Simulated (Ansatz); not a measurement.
# Al (fcc type): the cost of one run

Method: DFT PBE, with the methods named in each step, in Ansatz 0.2.0.

### 1 The starting structure

The structure is cubic, space group Fm-3m (No. 225). The conventional cell has a = 4.041 Å, b = 4.041 Å, c = 4.041 Å, α = 90.00°, β = 90.00°, γ = 90.00°. Around Al (site symmetry m-3m) lie 12 Al at 2.86 Å.

As a file:

```cif
data_structure
_symmetry_space_group_name_H-M 'Fm-3m'
_symmetry_Int_Tables_number 225
_cell_length_a 4.0413
_cell_length_b 4.0413
_cell_length_c 4.0413
_cell_angle_alpha 90.000
_cell_angle_beta 90.000
_cell_angle_gamma 90.000
_cell_volume 66.01
loop_
_atom_site_label
_atom_site_type_symbol
_atom_site_symmetry_multiplicity
_atom_site_Wyckoff_symbol
_atom_site_fract_x
_atom_site_fract_y
_atom_site_fract_z
_atom_site_occupancy
Al1 Al 4 a 0.00000 0.00000 0.00000 1
```

The file gives the conventional cell by its symmetry; the runs use the cell typed in the input.

Whether this phase is the stable one at these pressures isn't tested.

### 2 The reference volume, LAPW

Input file input.yaml:

```yaml
crystal:
  lattice:
    - [0.0, 2.0206724462, 2.0206724462]
    - [2.0206724462, 0.0, 2.0206724462]
    - [2.0206724462, 2.0206724462, 0.0]
  atoms:
    - { symbol: Al, position: [0.0, 0.0, 0.0] }
kpoints:
  mp_grid: { grid: [18, 18, 18] }
  band_path:
    path:
      - [0.0, 0.0, 0.0]
      - [0.5, 0.0, 0.5]
      - [0.625, 0.25, 0.625]
      - [0.375, 0.375, 0.75]
      - [0.0, 0.0, 0.0]
      - [0.5, 0.5, 0.5]
      - [0.5, 0.25, 0.75]
      - [0.5, 0.0, 0.5]
    npoints: 14
scf:
  occupations: { method: fermi_dirac, width: 0.05 }
hamiltonian:
  xc: pbe
  pseudopotentials: { kind: all_electron, lapw: { basis_error: 0.001 } }
output:
  forces: true
  stress: true
  eigenvalues: true
  populations: true
  dos: { projected: true, de: 0.2, e_range: [-14, 8] }
```

Launch:

```console
$ ansatz run input.yaml --threads 1 --pin off --max-ram 2048MiB --backend cpu --events-out ev --progress --plain --runs-dir out
```

**Question.** How long does this run take on 1 thread of Intel Xeon Platinum 8488C (Sapphire Rapids), shared host, and how much memory does it need?

About 5.7 s, with a peak of 0.27 GiB.
